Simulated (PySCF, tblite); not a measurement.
# C₂H₁₁FNSi₃ radical: geometry, infrared bands and EPR parameters

What infrared bands and EPR parameters should C₂H₁₁FNSi₃ radical (`C[SiH2][SiH2][C](F)[SiH2]N`) show?

Programs: tblite 0.8.0 and PySCF 2.14.0, with density-fitted response routines of our own. Each step states its level of theory. These are calculated values for one molecule in the gas phase, unless marked as measured. Atoms are numbered from 0 throughout.

## 1. Starting geometry

18 atoms, charge 0, multiplicity 2; geometry from: force field or distance geometry start.

Bonds of the start (Å): C0–Si1 1.83, Si1–Si2 2.34, Si2–C3 1.81, C3–F4 1.35, C3–Si5 1.79, Si5–N6 1.70, C0–H7 1.10, C0–H8 1.10, C0–H9 1.10, Si1–H10 1.48, Si1–H11 1.49, Si2–H12 1.50, Si2–H13 1.48, Si5–H14 1.48, Si5–H15 1.47, N6–H16 1.01, N6–H17 1.01.

## 2. Relaxing the molecule with GFN2-xTB

Job settings and geometry (Å):

```
{"job": {"kind": "relax", "xc": "GFN2-xTB", "basis": "xTB"}, "charge": 0, "multiplicity": 2}
C     -2.432900     0.772500    -0.409000
Si    -1.782600    -0.942400    -0.456800
Si    -0.176500    -1.203600     1.220600
C      1.089500     0.078600     1.081300
F      1.136800     1.081000     1.991000
Si     2.242500     0.002000    -0.285300
N      1.850200     1.223500    -1.400900
H     -1.646700     1.518400    -0.580100
H     -2.899200     1.001700     0.558000
H     -3.207700     0.916300    -1.176400
H     -1.177100    -1.238200    -1.777500
H     -2.887700    -1.924300    -0.237300
H     -0.863800    -1.101800     2.550600
H      0.424300    -2.558300     1.141700
H      3.625900     0.309600     0.144400
H      2.217200    -1.273300    -1.011300
H      2.544800     1.227800    -2.137000
H      1.934200     2.117000    -0.934300
```

The run is started by

```
> OMP_NUM_THREADS=1 python probes_run.py task.json out
```

The driver reads the jobs from task.json and runs them one after another.

The log of the run:

```text
step      E/eV     max force
  0    -615.96721    2.466
  1    -616.15017    1.067
  2    -616.20558    0.613
  3    -616.24417    0.553
  4    -616.28776    0.556
  5    -616.33112    0.650
  6    -616.36480    0.508
  7    -616.38661    0.298
  8    -616.39670    0.252
  9    -616.40278    0.184
 10    -616.40674    0.146
 11    -616.41003    0.190
 12    -616.41400    0.177
 13    -616.41765    0.138
 14    -616.42016    0.090
 15    -616.42169    0.081
 16    -616.42293    0.097
 17    -616.42423    0.104
 18    -616.42532    0.071
 19    -616.42604    0.072
 20    -616.42664    0.077
 21    -616.42744    0.084
 22    -616.42856    0.097
 23    -616.42987    0.099
 24    -616.43100    0.084
 25    -616.43179    0.070
 26    -616.43242    0.066
 27    -616.43308    0.075
 28    -616.43373    0.058
 29    -616.43424    0.050
 30    -616.43460    0.040
 31    -616.43491    0.058
 32    -616.43526    0.057
 33    -616.43566    0.049
 34    -616.43605    0.044
 35    -616.43633    0.041
 36    -616.43652    0.044
 37    -616.43668    0.030
 38    -616.43683    0.031
 39    -616.43697    0.029
 40    -616.43709    0.035
 41    -616.43719    0.029
 42    -616.43730    0.034
 43    -616.43743    0.030
 44    -616.43755    0.033
 45    -616.43767    0.034
 46    -616.43783    0.039
 47    -616.43805    0.052
 48    -616.43837    0.059
 49    -616.43871    0.050
 50    -616.43894    0.038
 51    -616.43908    0.030
 52    -616.43919    0.036
 53    -616.43934    0.043
 54    -616.43950    0.036
 55    -616.43962    0.027
 56    -616.43971    0.030
 57    -616.43982    0.042
 58    -616.43998    0.049
 59    -616.44014    0.039
 60    -616.44024    0.021
 61    -616.44029    0.020
 62    -616.44034    0.027
 63    -616.44043    0.036
 64    -616.44057    0.035
 65    -616.44070    0.025
 66    -616.44078    0.020
 67    -616.44084    0.021
 68    -616.44089    0.026
 69    -616.44096    0.022
 70    -616.44104    0.034
 71    -616.44115    0.028
 72    -616.44130    0.056
 73    -616.44147    0.041
 74    -616.44169    0.033
 75    -616.44181    0.023
 76    -616.44188    0.021
 77    -616.44199    0.025
 78    -616.44217    0.040
 79    -616.44242    0.044
 80    -616.44265    0.030
 81    -616.44280    0.023
 82    -616.44290    0.020
 83    -616.44300    0.032
 84    -616.44313    0.021
 85    -616.44331    0.028
 86    -616.44348    0.028
 87    -616.44360    0.026
 88    -616.44372    0.031
 89    -616.44392    0.039
 90    -616.44415    0.031
 91    -616.44435    0.036
 92    -616.44454    0.040
 93    -616.44476    0.037
 94    -616.44504    0.037
 95    -616.44536    0.042
 96    -616.44562    0.036
 97    -616.44577    0.045
 98    -616.44591    0.028
 99    -616.44601    0.024
100    -616.44613    0.029
101    -616.44629    0.038
102    -616.44649    0.043
103    -616.44668    0.032
104    -616.44686    0.022
105    -616.44702    0.023
106    -616.44714    0.023
107    -616.44722    0.022
108    -616.44730    0.021
109    -616.44738    0.019
110    -616.44746    0.023
111    -616.44752    0.023
112    -616.44758    0.022
113    -616.44763    0.019
114    -616.44766    0.016
115    -616.44770    0.013
116    -616.44773    0.014
117    -616.44776    0.016
118    -616.44781    0.020
119    -616.44787    0.024
120    -616.44795    0.023
121    -616.44803    0.018
122    -616.44812    0.018
123    -616.44820    0.016
124    -616.44826    0.018
125    -616.44832    0.019
126    -616.44838    0.017
127    -616.44846    0.023
128    -616.44857    0.028
129    -616.44871    0.026
130    -616.44888    0.030
131    -616.44905    0.030
132    -616.44908    0.042
133    -616.44925    0.024
134    -616.44931    0.019
135    -616.44947    0.020
136    -616.44957    0.023
137    -616.44973    0.030
138    -616.44986    0.027
139    -616.44995    0.023
140    -616.45002    0.023
141    -616.45009    0.026
142    -616.45026    0.029
143    -616.45038    0.029
144    -616.45053    0.032
145    -616.45063    0.037
146    -616.45072    0.015
147    -616.45076    0.014
148    -616.45080    0.013
149    -616.45085    0.015
150    -616.45091    0.016
151    -616.45099    0.026
152    -616.45113    0.037
153    -616.45132    0.040
154    -616.45151    0.027
155    -616.45153    0.053
156    -616.45170    0.026
157    -616.45176    0.021
158    -616.45200    0.029
159    -616.45214    0.031
160    -616.45230    0.029
161    -616.45238    0.019
162    -616.45244    0.016
163    -616.45250    0.018
164    -616.45256    0.014
165    -616.45260    0.013
166    -616.45263    0.012
167    -616.45265    0.016
168    -616.45268    0.015
169    -616.45271    0.013
170    -616.45274    0.013
171    -616.45277    0.014
172    -616.45282    0.022
173    -616.45288    0.027
174    -616.45297    0.030
175    -616.45312    0.033
176    -616.45329    0.038
177    -616.45346    0.039
178    -616.45356    0.050
179    -616.45379    0.036
180    -616.45406    0.033
181    -616.45464    0.042
182    -616.45488    0.044
183    -616.45515    0.053
184    -616.45544    0.042
185    -616.45606    0.056
186    -616.45656    0.077
187    -616.45729    0.083
188    -616.45805    0.107
189    -616.45835    0.107
190    -616.45938    0.067
191    -616.46009    0.069
192    -616.46099    0.060
193    -616.46273    0.055
194    -616.46339    0.061
195    -616.46385    0.050
196    -616.46329    0.120
197    -616.46448    0.039
198    -616.46469    0.038
199    -616.46525    0.040
200    -616.46564    0.030
201    -616.46603    0.030
202    -616.46627    0.033
203    -616.46639    0.029
204    -616.46652    0.026
205    -616.46668    0.026
206    -616.46676    0.026
207    -616.46685    0.021
208    -616.46692    0.021
209    -616.46699    0.020
210    -616.46708    0.028
211    -616.46720    0.028
212    -616.46731    0.035
213    -616.46740    0.032
214    -616.46750    0.037
215    -616.46763    0.042
216    -616.46782    0.049
217    -616.46804    0.051
218    -616.46824    0.049
219    -616.46842    0.043
220    -616.46861    0.033
221    -616.46886    0.038
222    -616.46915    0.046
223    -616.46942    0.036
224    -616.46965    0.027
225    -616.46983    0.025
226    -616.46997    0.042
227    -616.47015    0.037
228    -616.47028    0.022
229    -616.47041    0.030
230    -616.47049    0.026
231    -616.47058    0.019
232    -616.47063    0.015
233    -616.47066    0.011
234    -616.47069    0.010
```

Wall time 3.5 s (1 thread of Arm Neoverse N1, shared host); peak memory 0.18 GiB.

Relaxation path: (not every step is listed)

| step | energy from step 0 (eV) | largest force (eV/Å) |
| --- | --- | --- |
| 0 | 0.0000 | 2.4659 |
| 1 | -0.1830 | 1.0665 |
| 2 | -0.2384 | 0.6128 |
| 3 | -0.2770 | 0.5531 |
| 4 | -0.3206 | 0.5564 |
| 5 | -0.3639 | 0.6495 |
| 6 | -0.3976 | 0.5077 |
| 7 | -0.4194 | 0.2980 |
| 8 | -0.4295 | 0.2515 |
| 30 | -0.4674 | 0.0395 |
| 52 | -0.4720 | 0.0365 |
| 74 | -0.4745 | 0.0329 |
| 96 | -0.4784 | 0.0362 |
| 118 | -0.4806 | 0.0201 |
| 140 | -0.4828 | 0.0232 |
| 162 | -0.4852 | 0.0163 |
| 184 | -0.4882 | 0.0424 |
| 206 | -0.4995 | 0.0265 |
| 228 | -0.5031 | 0.0217 |
| 229 | -0.5032 | 0.0302 |
| 230 | -0.5033 | 0.0258 |
| 231 | -0.5034 | 0.0191 |
| 232 | -0.5034 | 0.0153 |
| 233 | -0.5034 | 0.0108 |
| 234 | -0.5035 | 0.0095 |

Close pairs (by a distance rule), those that changed most:

```csv
bond,before (Å),after (Å),change (Å)
C3–Si5,1.790,1.878,+0.088
C0–Si1,1.835,1.899,+0.065
Si2–C3,1.807,1.859,+0.051
Si2–H12,1.501,1.470,-0.031
Si5–N6,1.700,1.730,+0.030
Si1–H11,1.495,1.473,-0.021
Si2–H13,1.484,1.468,-0.016
C3–F4,1.354,1.371,+0.016
```

The end geometry stands in the next job.

## 3. Harmonic vibrations with GFN2-xTB

Job settings and geometry (Å):

```
{"job": {"kind": "ir", "xc": "GFN2-xTB", "basis": "xTB"}, "charge": 0, "multiplicity": 2}
C     -1.901095     0.726321    -0.862045
Si    -2.106241    -0.995499    -0.086780
Si    -0.221292    -1.536968     1.181417
C      1.046467    -0.181681     1.079951
F      0.843373     0.851835     1.957127
Si     2.333319     0.189293    -0.236764
N      1.710751     1.509320    -1.166456
H     -0.975710     0.790403    -1.428702
H     -1.865743     1.494170    -0.093422
H     -2.722420     0.969810    -1.530503
H     -2.329373    -1.972277    -1.164504
H     -3.341009    -0.990776     0.716607
H     -0.562519    -1.748874     2.595071
H      0.452662    -2.741932     0.683826
H      3.625763     0.456147     0.417442
H      2.413857    -0.947415    -1.150592
H      2.239534     1.826579    -1.963650
H      1.350916     2.307861    -0.666316
```

The log of the run:

```text
mode    cm-1     km/mol
  1      29.7      0.54
  2      32.3      1.43
  3      33.5      0.74
  4      65.7      0.62
  5     119.5      0.25
  6     141.6      0.60
  7     147.2      1.22
  8     170.7      1.19
  9     222.1     16.13
 10     274.9      6.49
 11     297.5     23.89
 12     359.7     46.83
 13     411.4      9.89
 14     437.5      0.92
 15     482.5     31.45
 16     511.9     35.86
 17     546.4      5.14
 18     555.1     50.93
 19     576.8     91.52
 20     585.9     10.97
 21     625.9    280.19
 22     641.9    287.93
 23     706.2    240.09
 24     746.2     55.85
 25     770.3    100.00
 26     780.9    245.69
 27     803.8    217.11
 28     823.7    242.79
 29     832.6    139.00
 30     841.4    137.05
 31     872.5    147.41
 32     994.0    131.24
 33    1089.0    141.34
 34    1371.2      5.63
 35    1482.5      0.45
 36    1488.0      0.59
 37    1524.7     43.29
 38    2160.9    445.79
 39    2164.3    136.97
 40    2182.0    175.13
 41    2191.5    489.43
 42    2207.2    338.33
 43    2275.6    330.12
 44    3028.2     29.56
 45    3032.0     29.69
 46    3032.3      0.33
 47    3460.8      1.44
 48    3493.8      4.62
```

Run time: 1.4 s. Hardware: 1 thread of Arm Neoverse N1, shared host; peak memory 0.18 GiB.

Which atoms move in the most intense modes:

```csv
cm⁻¹,km/mol,atoms
626,280.2,"H13 49 %, H12 34 %"
642,287.9,"H10 40 %, H11 39 %"
781,245.7,"H15 45 %, H14 38 %"
824,242.8,"H9 19 %, H16 17 %, H17 15 %, H8 14 %"
2161,445.8,H14 94 %
2192,489.4,"H12 72 %, H10 24 %"
2207,338.3,H13 92 %
2276,330.1,H15 95 %
```

## 4. EPR parameters: B3LYP/pcH-1

Settings changed since step 3:

```diff
@@ -1,2 +1,2 @@
-{"job": {"kind": "ir", "xc": "GFN2-xTB", "basis": "xTB"}, "charge": 0, "multiplicity": 2}
+{"job": {"kind": "epr", "basis": "pcH-1"}, "charge": 0, "multiplicity": 2}
 C     -1.901095     0.726321    -0.862045
```

Level: UKS B3LYP, pcH-1 on C F H N Si, non-relativistic, mean-field spin-orbit, GIAO.

The log of the run:

```text
UKS, coarse grid
  cycle   1  E = -1105.83622157  |g| = 5.06e-01
  cycle   2  E = -1105.72204806  |g| = 7.37e-01
  cycle   3  E = -1105.93104714  |g| = 9.02e-02
  cycle   4  E = -1105.93332764  |g| = 4.38e-02
  cycle   5  E = -1105.93411831  |g| = 9.91e-03
  cycle   6  E = -1105.93416135  |g| = 3.86e-03
  cycle   7  E = -1105.93416948  |g| = 1.38e-03
  cycle   8  E = -1105.93417058  |g| = 4.00e-04
UKS, final grid
  cycle   1  E = -1105.93416790  |g| = 3.89e-04
  cycle   2  E = -1105.93416787  |g| = 4.76e-04
  cycle   3  E = -1105.93416798  |g| = 6.47e-05
  cycle   4  E = -1105.93416799  |g| = 1.86e-05
E = -1105.93416799 Eh   <S^2> = 0.7538 (exact 0.7500)
g shifts (ppm)      1          2          3
  rmc          -184       -184       -184
  gc              1         34         35
  oz_so        -137       2955       3251
  total        -320       2805       3101
hyperfine (MHz)  atom isotope    a_iso     a_fc   dipolar eigenvalues
    0   13C      -0.71      -0.70     -0.48     -0.30      0.79
    1  29Si     -61.51     -61.58    -13.44      6.36      7.09
    2  29Si      41.45      41.52     -2.62      1.02      1.60
    3   13C      97.63      97.51    -75.34    -71.12    146.46
    4   19F     142.67     141.68   -259.65   -230.57    490.22
    5  29Si      27.96      27.99     -2.94     -1.02      3.96
    6   14N      14.85      14.85     -0.83     -0.76      1.60
    7    1H       0.08       0.08     -2.24     -1.85      4.09
    8    1H       0.01       0.01     -1.79     -1.50      3.29
    9    1H      -0.59      -0.59     -0.86     -0.53      1.39
   10    1H       6.46       6.46     -1.28     -0.66      1.94
   11    1H      10.95      10.95     -1.34     -0.57      1.91
   12    1H      27.95      27.95     -2.93     -2.34      5.27
   13    1H      16.14      16.14     -3.22     -2.58      5.81
   14    1H      21.46      21.46     -3.45     -2.07      5.52
   15    1H      -3.90      -3.90     -3.40     -2.49      5.89
   16    1H       9.85       9.85     -1.76     -1.49      3.25
   17    1H      -1.36      -1.36     -3.16     -1.60      4.76
```

Run time: 3.8 min. Hardware: 1 thread of Arm Neoverse N1, shared host; peak memory 1.1 GiB.

Principal g values 2.00200, 2.00512, 2.00542; g(iso) = 2.00418, against 2.00232 for a free electron.

Mean a(iso) over the nuclei that a row names, and the largest dipolar term of the row (other rows stand at the frozen geometry):

```
    nuclei  isotope  a(iso) (MHz)  a(iso) (G, at g = 2.0023)  largest dipolar term (MHz)
        F4      19F         142.7                       50.9                       490.2
        C3      13C          97.6                       34.8                       146.5
       Si1     29Si         -61.5                      -21.9                       -13.4
       Si2     29Si          41.4                       14.8                        -2.6
       Si5     29Si          28.0                       10.0                         4.0
  H12, H13       1H          22.0                        7.9                         5.8
        N6      14N          14.8                        5.3                         1.6
  H14, H15       1H           8.8                        3.1                         5.9
  H10, H11       1H           8.7                        3.1                         1.9
  H16, H17       1H           4.2                        1.5                         4.8
        C0      13C          -0.7                       -0.3                         0.8
H7, H8, H9       1H          -0.2                       -0.1                         4.1
```

Mulliken spin populations:

C0 0.00; Si1 0.06; Si2 -0.05; C3 0.88; F4 0.07; Si5 -0.01; N6 0.01; H7 0.00; H8 0.00; H9 0.00; H10 0.00; H11 0.01; H12 0.02; H13 0.01; H14 0.01; H15 0.00; H16 0.00; H17 0.00

In first order the couplings over 0.8 MHz of 19F, 1H, 14N give 438 distinct lines over 92.7 G, if the averaged nuclei exchange fast.

The fields below are evaluated on a grid from the run's orbitals.

ELF in a plane through or near 8 of the atoms.

Ten even steps from '0' (0.00) to '9' (1.00):
```
0000000000000000000000000000
0000000000000000000000000000
0000000000000000000000000000
0000000000000000025520000000
0000000000000000289993000000
0000015521110054499995000000
0000058876650199789971000000
0000037853881199517510000000
0000014763871066799622210000
0000002666620001551317873000
0003677066154312626729995100
0018999554386646994148973000
0018999933765713289522320000
0005999512444518414200000000
0000253000111231232000000000
0000000000000144332000000000
0000000000000011110000000000
0000000000000000000000000000
0000000000000000000000000000
0000000000000000000000000000
```
The map spans 12.3 Å across and 10.8 Å up, centred on the molecule. Atoms in the plane (x, y in Å): C0 (1.5, 1.6), Si1 (2.3, -0.1), Si2 (0.8, -1.8), Si5 (-2.3, -0.5), N6 (-2.2, 1.2), H7 (0.6, 1.7), H9 (2.1, 2.4), H14 (-3.5, -1.1).

log10 of the density (e/Å³) in the same plane.

Ten even steps from ' ' (-4.0) to '@' (1.4):
```
                                                        
                                                        
                              ............              
              ......      ..::::--------::..            
          ..::--------::::::--====++++++==--..          
        ..--====++======----==++++**##**++--::          
        ::==++********++====**########**++==::..        
      ..::==**##%%%%##**++++######%%##**++==--::..      
      ..::==++##%%%%##**++==++**######**++++==--::..    
    ..::--==++**####**++++====++****##%%****++==--::..  
  ..::--==++****@@@@****++++++++****@@@@##****==--::..  
  ..::--++**####%%%%##**********************++==--::..  
  ..::--++********************%%##****++++====--::..    
    ::--==++++++++++++++****##@@%%**++====--::::..      
    ..::::----------====++++********++==--::..          
      ....::::::::::----====++**++++==--::....          
                ....::::----========--::::..            
                      ..::::------::::....              
                          ............                  
                                                        
```
The map spans 12.3 Å across and 10.8 Å up, centred on the molecule. Atoms in the plane (x, y in Å): C0 (1.5, 1.6), Si1 (2.3, -0.1), Si2 (0.8, -1.8), Si5 (-2.3, -0.5), N6 (-2.2, 1.2), H7 (0.6, 1.7), H9 (2.1, 2.4), H14 (-3.5, -1.1).

On the surface of density 0.002 e/bohr³ the electrostatic potential runs, from the 1st to the 99th percentile, from -0.77 to 1.62 V.

The spin density lies nearest to C3 69 %; F4 12 %.

## 5. Outcome

| quantity | value |
| --- | --- |
| strongest single infrared mode (GFN2-xTB) | 2192 cm⁻¹, 489 km/mol |
| zero-point energy (GFN2-xTB) | 73.8 kcal/mol |
| g(iso) (B3LYP) | 2.00418 |
| ⟨S²⟩ | 0.754 (exact 0.75) |
| largest a(iso) (averaged by class) | 19F on F4, 142.7 MHz |
| surface potential, 1st and 99th percentile | -0.77 V and 1.62 V |

**Reading.** Over 234 steps the energy fell by 0.503 eV; of the close pairs, C3–Si5 changed most, 1.790 to 1.878 Å. All 48 modes are real, so the xTB geometry is a minimum. The strongest single mode, at 2192 cm⁻¹, moves mainly H12. GFN2-xTB is a fitted tight-binding method: band positions and strengths are rough. Its intensities can rank the bands wrongly. Most of the unpaired spin sits on C3 (0.88 e). The isotropic g lies 1.9 ppt above the free-electron value.
